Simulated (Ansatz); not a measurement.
# CH₇SSbSi: a ladder of functionals and wavefunction methods

How much do the methods differ for CH₇SSbSi? The plan is to run it at one geometry with functionals of several rungs and with coupled cluster. The yardstick is the atomisation energy at the CCSD(T) limit.

Computed with Ansatz 0.2.0, Gaussian basis. Level: functionals in def2-TZVPP, the program's frozen cores in correlated methods.

The runs, in order: LDA (SPW92), PBE-D4, revPBE-D4, BLYP-D4, r2SCAN-D4, B97M-V, PBE0-D4, B3LYP-D4, r2SCANh-D4, r2SCAN0-D4, HSE06-D4, BHLYP-D4, CAM-B3LYP-D4, LC-ωPBE, ωB97X-V, ωB97M-V, B2PLYP, PBE-QIDH; CCSD(T)/def2-SVP; CCSD(T)/def2-TZVPP; MP2/def2-QZVPP; extrapolation to the limit; RPA on PBE.

## Step 1: The geometry

An earlier PBE0-D4 in a triple-zeta def2 set relaxation fixed the geometry. Sb takes the def2 core potential; no spin-orbit term is included.

11 atoms, charge 0, spin multiplicity 1.

Atoms are counted from 1 here; the program's logs count them from 0.

Bond lengths: C1–Si2 1.871 Å, C1–H5 1.092 Å, C1–H6 1.092 Å, C1–H7 1.092 Å, Si2–Sb3 2.578 Å, Si2–H8 1.490 Å, Si2–H9 1.491 Å, Sb3–S4 2.439 Å, Sb3–H10 1.713 Å, S4–H11 1.344 Å. Angles: Si2–C1–H5 110.8°, Si2–C1–H6 110.9°, Si2–C1–H7 110.0°, H5–C1–H6 108.3°, H5–C1–H7 108.5°, H6–C1–H7 108.3°, C1–Si2–Sb3 109.0°, C1–Si2–H8 110.7°, C1–Si2–H9 111.2°, Sb3–Si2–H8 108.2°, Sb3–Si2–H9 109.4°, H8–Si2–H9 108.3°, Si2–Sb3–S4 92.2°, Si2–Sb3–H10 92.1°, S4–Sb3–H10 96.4°, Sb3–S4–H11 96.7°.

## Step 2: LDA

This LDA is Slater exchange with PW92 correlation.

in.yaml reads:

```yaml
crystal:
  periodic: [false, false, false]
  atoms:
    - {symbol: C, position_ang: [-1.040174, 1.328613, -0.393602]}
    - {symbol: Si, position_ang: [-0.214586, 0.211605, 0.859745]}
    - {symbol: Sb, position_ang: [2.155546, -0.371243, 0.030830]}
    - {symbol: S, position_ang: [1.283782, -1.731226, -1.795904]}
    - {symbol: H, position_ang: [-2.073391, 1.537002, -0.106385]}
    - {symbol: H, position_ang: [-0.509502, 2.279470, -0.477103]}
    - {symbol: H, position_ang: [-1.043905, 0.850847, -1.375823]}
    - {symbol: H, position_ang: [-0.977725, -1.058762, 1.016419]}
    - {symbol: H, position_ang: [-0.124995, 0.870508, 2.193844]}
    - {symbol: H, position_ang: [2.305938, -1.647386, 1.162942]}
    - {symbol: H, position_ang: [0.304412, -2.326429, -1.094363]}
basis:
  gaussian: {orbitals: def2-TZVPP}
hamiltonian: {xc: lda}
output: {orbitals: {seedname: orbitals}}
```

After this run come: PBE-D4 (GGA); revPBE-D4 (GGA); BLYP-D4 (GGA); r2SCAN-D4 (meta-GGA); B97M-V (meta-GGA); PBE0-D4 (hybrid); B3LYP-D4 (hybrid); r2SCANh-D4 (hybrid); r2SCAN0-D4 (hybrid); HSE06-D4 (hybrid); BHLYP-D4 (hybrid); CAM-B3LYP-D4 (range-separated); LC-ωPBE (range-separated); ωB97X-V (range-separated); ωB97M-V (range-separated); B2PLYP (double hybrid); PBE-QIDH (double hybrid); CCSD(T) in def2-SVP; CCSD(T) in def2-TZVPP; MP2 in def2-QZVPP; RPA on PBE orbitals.

Q: Predict the results of all the runs planned. Wanted: atomisation energy, CCSD(T)/CBS; farthest beyond LDA; mean size of error, GGA; mean size of error, meta-GGA; mean size of error, hybrid; mean size of error, range-separated; mean size of error, double hybrid; gap, smallest and largest; T1 diagnostic.

As calculated:

| quantity | value |
| --- | --- |
| atomisation energy, CCSD(T)/CBS | 3358.7 kJ/mol |
| functionals within 33.6 kJ/mol (1.0 %) | PBE-D4, BLYP-D4, r2SCAN-D4, B97M-V, PBE0-D4, B3LYP-D4, r2SCANh-D4, HSE06-D4, CAM-B3LYP-D4, ωB97X-V, ωB97M-V |
| farthest beyond LDA | LC-ωPBE (-77.7 kJ/mol) |
| mean size of error, GGA | 27.3 kJ/mol |
| mean size of error, meta-GGA | 19.3 kJ/mol |
| mean size of error, hybrid | 31.0 kJ/mol |
| mean size of error, range-separated | 28.1 kJ/mol |
| mean size of error, double hybrid | 63.0 kJ/mol |
| gap, smallest and largest | 3.73 eV (LDA (SPW92)), 10.22 eV (LC-ωPBE) |
| T1 diagnostic | 0.0127 |
| triples share of the correlation energy | 3.6 % |

**Reading.** The LDA atomisation energy is off by 430.8 kJ/mol (13 %): it overbinds. PBE-D4 misses by +13.3 kJ/mol. Double hybrids carry the basis error of their MP2 part in triple zeta, and no dispersion term here, so their miss is partly the set-up's. The rungs meta-GGA, GGA, range-separated, hybrid miss on average by less than the doubt on the reference (33.6 kJ/mol), so they tie. Misses under about 33.6 kJ/mol are within the doubt on the reference itself, which lacks core-valence correlation, spin-orbit coupling and higher excitations, and its outer-core shells are covered unevenly. All levels share the lack of spin-orbit coupling, which lowers the free heavy atoms and so the true binding. Hartree-Fock recovers 72 % of the binding; the rest is correlation. CCSD(T) in def2-SVP is off by -274.2 kJ/mol, which most functionals beat. Orbital gaps span 3.7 to 10.2 eV; exact exchange widens them. Correlated methods include outer-core shells of Sb, which these sets cover unevenly.
